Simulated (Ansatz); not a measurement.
# YB6: the cost of one run

Computed with Ansatz 0.2.0 (DFT PBEsol, scalar-relativistic, plane waves, PAW, unless a step's input says otherwise).

The COD entry's cell or inner coordinates are ideal or old and differ from later refinements, so a difference from it is no clean test against experiment.

3 further runs of the same task are left out: 3 set aside as unsound or not needed.

### 1 The structure to begin with

The structure is cubic, space group Pm-3m (No. 221). The conventional cell has a = 4.076 Å, b = 4.076 Å, c = 4.076 Å, α = 90.00°, β = 90.00°, γ = 90.00°. Y (site symmetry m-3m) has 24 B at 2.99 Å as nearest neighbours. Around B (site symmetry 4mm) lie 5 B at 1.62 to 1.74 Å.

Coordinates:

```
Y B
1.0
     4.07611    0.00000    0.00000
     0.00000    4.07611    0.00000
     0.00000    0.00000    4.07611
Y B
1 6
Direct
  0.00000 0.00000 0.00000
  0.19881 0.50000 0.50000
  0.50000 0.19881 0.50000
  0.80119 0.50000 0.50000
  0.50000 0.80119 0.50000
  0.50000 0.50000 0.19881
  0.50000 0.50000 0.80119
```

This cell was relaxed beforehand with the same method: volume 9.67 Å³/atom, gap on the mesh none (metal).

### 2 The cell under 5 GPa

At a set pressure the run lowers the enthalpy E + PV, so the energy alone may rise along the way.

Input file input.yaml:

```yaml
crystal:
  lattice:
    - [4.0761122769, 0.0, 0.0]
    - [0.0, 4.0761122769, 0.0]
    - [0.0, 0.0, 4.0761122769]
  atoms:
    - { symbol: "Y", position: [0.0, 0.0, 0.0] }
    - { symbol: B, position: [0.1988080578, 0.5, 0.5] }
    - { symbol: B, position: [0.5, 0.1988080578, 0.5] }
    - { symbol: B, position: [0.8011919422, 0.5, 0.5] }
    - { symbol: B, position: [0.5, 0.8011919422, 0.5] }
    - { symbol: B, position: [0.5, 0.5, 0.1988080578] }
    - { symbol: B, position: [0.5, 0.5, 0.8011919422] }
basis:
  ecutwfc: 420
kpoints:
  mp_grid: { grid: [10, 10, 10] }
hamiltonian:
  xc: pbesol
scf:
  occupations: { method: fermi_dirac, width: 0.15 }
output:
  forces: true
  stress: true
  eigenvalues: true
relax:
  adjacent_minimum: "off"
  f_tol: 0.001
  max_steps: 60
  cell: { stress_tol: 0.02, p_target: 5.0 }
```

Command:

```console
$ ansatz run input.yaml --threads 4 --pin off --max-ram 10240MiB --backend cpu --events-out ev --progress --plain --runs-dir out
```

**Question.** How long does this run take on 4 threads of Arm Neoverse V2, shared host, and how much memory does it need?

About 9.4 s, with a peak of 0.48 GiB.
